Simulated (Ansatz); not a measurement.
The system is CsLiCr2Te2S3.

```
Cs Li Cr Te S
1.0
     3.31929    1.91639    6.87982
    -3.31929    1.91639    6.87982
     0.00000   -3.83279    6.87982
Cs Li Cr Te S
1 1 2 2 3
Direct
  0.00000 0.00000 0.00000
  0.50000 0.50000 0.50000
  0.79848 0.79848 0.79848
  0.20152 0.20152 0.20152
  0.67990 0.67990 0.67990
  0.32010 0.32010 0.32010
  0.13626 0.86374 0.50000
  0.50000 0.13626 0.86374
  0.86374 0.50000 0.13626
```

The cell was built by a generator and needn't be a form met in nature.

| Item | Value |
| --- | --- |
| Program | Ansatz 0.2.0 |
| Task | relaxation of cell and atoms |
| Functional | PBEsol |
| Dispersion | D3(BJ) |
| Potentials or basis | Ansatz PAW |
| Cutoff | 420 eV (not typed: the program's choice for these potentials) |
| k mesh | 4 × 4 × 4 |
| Occupations | fermi-dirac, width 0.05 eV |
| Spin | collinear spin, ferromagnetic start |
| Starting moments | [0.0, 0.0, 3.0, 3.0, 0.0, 0.0, 0.0, 0.0, 0.0] μB |

At the start: volume 29.18 Å³/atom.

Task: How do energy, volume and symmetry change on relaxing?

Result: It ends after 14 steps and the volume is 24.80 Å³/atom (-15.0 %); space group R32 (No. 155, to 0.05 Å); moment 4.00 μB per cell.

Step by step:
```tsv
step	energy change (eV)	largest force (eV/Å)	volume (Å³)
1	0.0000	0.2313	262.58
2	-0.3780	0.2742	238.09
3	-0.5038	0.0903	221.81
4	-0.5082	0.0555	225.59
5	-0.5101	0.0436	225.35
6	-0.5188	0.0694	222.96
7	-0.5190	0.0451	224.06
8	-0.5203	0.0268	223.59
9	-0.5205	0.0273	222.97
10	-0.5208	0.0039	223.29
11	-0.5208	0.0023	223.23
12	-0.5175	0.0024	223.23
13	-0.5175	0.0059	223.19
14	-0.5175	0.0059	223.19
```

Final structure:
```
Cs Li Cr Te S
1.0
     3.23711    1.86894    6.14839
    -3.23711    1.86894    6.14839
     0.00000   -3.73789    6.14838
Cs Li Cr Te S
1 1 2 2 3
Direct
  0.00000 0.00000 0.00000
  0.50000 0.50000 0.50000
  0.79377 0.79377 0.79377
  0.20623 0.20623 0.20623
  0.66353 0.66353 0.66353
  0.33647 0.33647 0.33647
  0.13367 0.86633 0.50000
  0.50000 0.13367 0.86633
  0.86633 0.50000 0.13367
```

Caveat: the volume moved by over 15 % at a fixed basis, so the end points are rough; the plane-wave basis is chosen anew once the cell has moved, so the energies of steps on either side of that aren't comparable; only a ferromagnetic start was run, and an antiferromagnetic order may lie lower in energy; pairwise dispersion overbinds metals, which lowers pressure and volume; the PAW data sets come from PBE, with cores solved anew for the run's functional, which leaves a small shift of forces and pressure.
